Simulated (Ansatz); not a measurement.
# Cl₃HNV: one species, many methods

The task here is to estimate one member of a computed series from the others.

Method: functionals in def2-TZVPP, the program's frozen cores in correlated methods; program: Ansatz 0.2.0, Gaussian basis.

Levels to be run: LDA (SPW92), PBE-D4, revPBE-D4, BLYP-D4, r2SCAN-D4, B97M-V, PBE0-D4, B3LYP-D4, r2SCANh-D4, r2SCAN0-D4, HSE06-D4, BHLYP-D4, CAM-B3LYP-D4, LC-ωPBE, ωB97X-V, ωB97M-V, B2PLYP, PBE-QIDH; CCSD(T)/def2-SVP; CCSD(T)/def2-TZVPP; CCSD(T)/def2-QZVPP; extrapolation to the limit; RPA on PBE.

### The geometry

An earlier PBE0-D4 in a triple-zeta def2 set relaxation fixed the geometry.

6 atoms, charge 0, spin multiplicity 1.

Atoms are counted from 1 here; the program's logs count them from 0.

Bond lengths: N1–V2 1.587 Å, N1–H6 1.013 Å, V2–Cl3 2.139 Å, V2–Cl4 2.139 Å, V2–Cl5 2.139 Å. Angles: V2–N1–H6 180.0°, N1–V2–Cl3 107.5°, N1–V2–Cl4 107.5°, N1–V2–Cl5 107.5°, Cl3–V2–Cl4 111.4°, Cl3–V2–Cl5 111.4°, Cl4–V2–Cl5 111.4°.

The first run:

in.yaml reads:

```yaml
crystal:
  periodic: [false, false, false]
  atoms:
    - {symbol: N, position_ang: [-0.555938, 0.462525, 0.953433]}
    - {symbol: V, position_ang: [0.182383, -0.158035, -0.306642]}
    - {symbol: Cl, position_ang: [1.793295, -1.362367, 0.421330]}
    - {symbol: Cl, position_ang: [-1.249586, -1.333732, -1.375528]}
    - {symbol: Cl, position_ang: [0.899887, 1.468509, -1.496119]}
    - {symbol: H, position_ang: [-1.027841, 0.859101, 1.757426]}
basis:
  gaussian: {orbitals: def2-TZVPP}
hamiltonian: {xc: lda}
output: {orbitals: {seedname: orbitals}}
```

On the command line:

```bash
$ ansatz run in.yaml --threads 2 --pin off --events-out ev --progress --plain --max-ram 32768MiB --backend cpu
```

Steps of the session up to this table: LDA; PBE-D4 (GGA); revPBE-D4 (GGA); BLYP-D4 (GGA); r2SCAN-D4 (meta-GGA); B97M-V (meta-GGA); B3LYP-D4 (hybrid); r2SCANh-D4 (hybrid); r2SCAN0-D4 (hybrid); HSE06-D4 (hybrid); BHLYP-D4 (hybrid); CAM-B3LYP-D4 (range-separated); LC-ωPBE (range-separated); ωB97X-V (range-separated); ωB97M-V (range-separated); B2PLYP (double hybrid); PBE-QIDH (double hybrid).

One table of the session follows, with a row left open; its other results are not shown here.

It belongs to the step «Orbital energies across the functionals». 

| functional | HOMO (eV) | LUMO (eV) | gap (eV) |
| --- | --- | --- | --- |
| LDA (SPW92) | -7.66 | -4.78 | 2.88 |
| PBE-D4 | -7.50 | -4.56 | 2.94 |
| revPBE-D4 | -7.44 | -4.49 | 2.96 |
| BLYP-D4 | -7.33 | -4.44 | 2.90 |
| r2SCAN-D4 | -7.85 | -4.63 | 3.22 |
| B97M-V | -7.92 | -4.65 | 3.27 |
| PBE0-D4 | -8.89 | -3.76 | 5.12 |
| B3LYP-D4 | -8.61 | -3.98 | 4.63 |
| r2SCANh-D4 | -8.36 | -4.31 | 4.05 |
| r2SCAN0-D4 | -9.12 | -3.79 | 5.33 |
| HSE06-D4 | ? | ? | ? |
| BHLYP-D4 | -10.11 | -2.73 | 7.38 |
| CAM-B3LYP-D4 | -10.23 | -2.71 | 7.52 |
| LC-ωPBE | -11.66 | -1.69 | 9.97 |
| ωB97X-V | -11.26 | -1.67 | 9.59 |
| ωB97M-V | -11.10 | -1.62 | 9.49 |

Q: Estimate the row for HSE06-D4 from the others.

The run gave: HOMO (eV): -8.48; LUMO (eV): -4.14; gap (eV): 4.34. In the column «HOMO (eV)» it lies between B3LYP-D4 (-8.61) and r2SCANh-D4 (-8.36).
